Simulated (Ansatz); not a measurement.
# VOs: the cost of one run

Program: Ansatz 0.2.0. Level of theory: DFT PBEsol, scalar-relativistic, plane waves, PAW. These are calculated values, not measurements.

### 1 Starting point

It takes space group Pm-3m (No. 221, cubic). The conventional cell has a = 3.017 Å, b = 3.017 Å, c = 3.017 Å, α = 90.00°, β = 90.00°, γ = 90.00°. V (site symmetry m-3m) is surrounded by 8 Os at 2.61 Å. Os (site symmetry m-3m) has 8 V at 2.61 Å as nearest neighbours.

Structure file:

```
V Os
1.0
     3.01657    0.00000    0.00000
     0.00000    3.01657    0.00000
     0.00000    0.00000    3.01657
V Os
1 1
Direct
  0.00000 0.00000 0.00000
  0.50000 0.50000 0.50000
```

It goes back to an entry of the Materials Project, which need not be the stable form.

The cell is taken as given, not relaxed at this level.

### 2 Zero of the scan

The input, input.yaml:

```yaml
crystal:
  lattice:
    - [3.01657359, 0.0, 0.0]
    - [0.0, 3.01657359, 0.0]
    - [0.0, 0.0, 3.01657359]
  atoms:
    - { symbol: V, position: [0.0, 0.0, 0.0] }
    - { symbol: Os, position: [0.5, 0.5, 0.5] }
basis:
  ecutwfc: 420
kpoints:
  mp_grid: { grid: [16, 16, 16] }
hamiltonian:
  xc: pbesol
scf:
  occupations: { method: gaussian, width: 0.15 }
output:
  forces: true
  stress: true
  eigenvalues: true
```

Q: Estimate wall time and peak memory on 1 thread of an Arm CPU, shared host.

About 4.5 s, with a peak of 0.36 GiB.
